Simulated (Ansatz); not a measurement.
What does this script print? It uses Ansatz 0.2.0 through its Python package.

Script `dimer_ch2bn.py`:
```python
'''Binding of a CH2BN dimer at a trial geometry.'''

from dataclasses import dataclass
import logging
import sys

import ansatz as az

logging.basicConfig(stream=sys.stdout, format='[%(levelname)s] %(message)s')
log = logging.getLogger('ch2bn')
log.setLevel(logging.INFO)


@dataclass(frozen=True)
class Options:
    basis: str = 'cc-pVDZ'
    functional: str = 'r2scan'


opts = Options()

FIRST = [
    ('B', (-0.198, 0.4178, -0.3181)),
    ('C', (0.3449, -0.6824, 0.5018)),
    ('N', (0.7647, -1.5398, 1.1171)),
    ('H', (-0.7484, 0.2346, -1.3366)),
    ('H', (-0.1634, 1.5697, 0.0359)),
]
SECOND = [
    ('B', (1.6955, 2.5221, 2.615)),
    ('C', (2.0589, 3.7878, 3.2809)),
    ('N', (2.3214, 4.769, 3.7891)),
    ('H', (0.9096, 2.4678, 1.7471)),
    ('H', (2.2271, 1.473, 2.8798)),
]

def energy(atoms, ghosts=()):
    molecule = az.Crystal.molecule()
    for symbol, xyz in atoms:
        molecule = molecule.atom(symbol, xyz)
    calc = (
        molecule.calculation()
        .basis(gaussian=opts.basis)
        .functional(opts.functional)
    )
    deck = calc.input()
    if ghosts:
        deck = deck.set(az.key.basis.gaussian.ghost_atoms, [{'symbol': s, 'position_ang': list(xyz)} for s, xyz in ghosts])
    return az.Session.from_dict(deck).plan().execute().report['free_energy_ev']


def main() -> None:
    # monomers in their own basis and in the basis of the dimer
    both = energy(FIRST + SECOND)
    alone = energy(FIRST) + energy(SECOND)
    ghosted = energy(FIRST, SECOND) + energy(SECOND, FIRST)
    log.info(f'dimer {both:.6f} eV')
    log.info(f'interaction, uncorrected   {96.485332 * (both - alone):8.3f} kJ/mol')
    log.info(f'interaction, counterpoise  {96.485332 * (both - ghosted):8.3f} kJ/mol')
    log.info(f'basis-set superposition    {96.485332 * (alone - ghosted):8.3f} kJ/mol')


if __name__ == '__main__':
    main()
```

```console
$ python dimer_ch2bn.py
[INFO] dimer -6465.047823 eV
[INFO] interaction, uncorrected      2.170 kJ/mol
[INFO] interaction, counterpoise     2.759 kJ/mol
[INFO] basis-set superposition       0.589 kJ/mol
```

Uncorrected it is 2.170 kJ/mol, with the counterpoise correction 2.759 kJ/mol; the difference, 0.59 kJ/mol, is the superposition error. In this basis both values are repulsive.

These settings explore the input space; basis and method may be short of convergence. The dimer is a generated trial pose of unrelaxed monomers, not a minimum, so the figure is no binding energy, and the basis set is small. This level lacks the dispersion part of the attraction (electrostatics and induction are there), which can decide the sign where the interaction is weak. The whole script took 8.3 s on 1 thread of Intel(R) Xeon(R) Processor @ 2.30GHz, on a shared host, peak memory 0.25 GiB.
